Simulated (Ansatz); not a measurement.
**TiH₂ (singlet): wave-function methods side by side at angle H2–Ti1–H3 = 180.0°, def2-SVP**

How much of the correlation energy of TiH₂ (singlet) does each wave-function method recover here?

Computed with Ansatz 0.2.0, Gaussian basis. Level: def2-SVP, core rule «outside noble gas», up to 9 orbitals frozen.

The runs, in order: UHF; CCSD(T) on RHF; CCSD(T) on UHF; CISD; CCSDT(Q) on RHF; CCSDT(Q) on UHF; CASSCF and MRCISD+Q, 2 electrons in 2 orbitals; CASSCF and NEVPT2, 2 electrons in 2 orbitals; CASSCF and MRCISD+Q, 6 electrons in 8 orbitals; CASSCF and NEVPT2, 6 electrons in 8 orbitals; Full CI.

23 further runs of the same task are left out: 10 for a known fault of the program, 10 that didn't finish, 3 set aside as unsound or not needed.

### 1 What is computed

The geometry derives from a PBE0/def2-TZVP stationary point (not a proven minimum). One angle is set to the value named; bond lengths are kept.

3 atoms, charge 0, spin multiplicity 1.

Atoms are counted from 1 here; the program's logs count them from 0.

Bond lengths: Ti1–H2 1.847 Å, Ti1–H3 1.847 Å. Angles: H2–Ti1–H3 180.0°.

### 2 UHF

in.yaml

```yaml
crystal:
  periodic: [false, false, false]
  atoms:
    - {symbol: Ti, position_ang: [0.000000, 0.000000, 0.000000]}
    - {symbol: H, position_ang: [0.000000, 0.000000, -1.847400]}
    - {symbol: H, position_ang: [0.000000, 0.000000, 1.847400]}
basis:
  gaussian: {orbitals: def2-SVP}
magnetization: {spin_polarized: true, initial_magnetization: 0}
hamiltonian: {xc: hf}
output: {orbitals: {seedname: orbitals}}
```

Run with:

```
> ansatz run in.yaml --threads 1 --pin off --events-out ev --progress --plain --max-ram 2393MiB
```

After this run come: CCSD(T) on RHF; CCSD(T) on UHF; CISD; CCSDT(Q) on RHF; CCSDT(Q) on UHF; CASSCF and MRCISD+Q, 2 electrons in 2 orbitals; CASSCF and NEVPT2, 2 electrons in 2 orbitals; CASSCF and MRCISD+Q, 6 electrons in 8 orbitals; CASSCF and NEVPT2, 6 electrons in 8 orbitals; Full CI.

Before running them: what should the planned runs give, taken together? Wanted: FCI below the RHF energy; RMP2 from FCI; RCCSD from FCI; RCCSD(T) from FCI; RCCSDT(Q) from FCI; T1 diagnostic; effectively unpaired electrons.

**Answer**, as computed:

| quantity | value |
| --- | --- |
| FCI below the RHF energy | -2.7639 eV |
| RMP2 from FCI | +25.58 kcal/mol |
| RCCSD from FCI | +4.77 kcal/mol |
| RCCSD(T) from FCI | +2.47 kcal/mol |
| RCCSDT(Q) from FCI | +0.19 kcal/mol |
| levels within 1 kcal/mol (43 meV) | RCCSDT, RCCSDT(Q) |
| T1 diagnostic | 0.012 |
| effectively unpaired electrons | 1.96 |

**Reading.** RCCSD(T) lands +2.47 kcal/mol from the yardstick (3.9 % of the correlation energy). The occupations show strong static correlation (2.0 unpaired electrons where one determinant has 0). Coupled cluster on one determinant still stays close here. These misses are within one basis, not against nature.
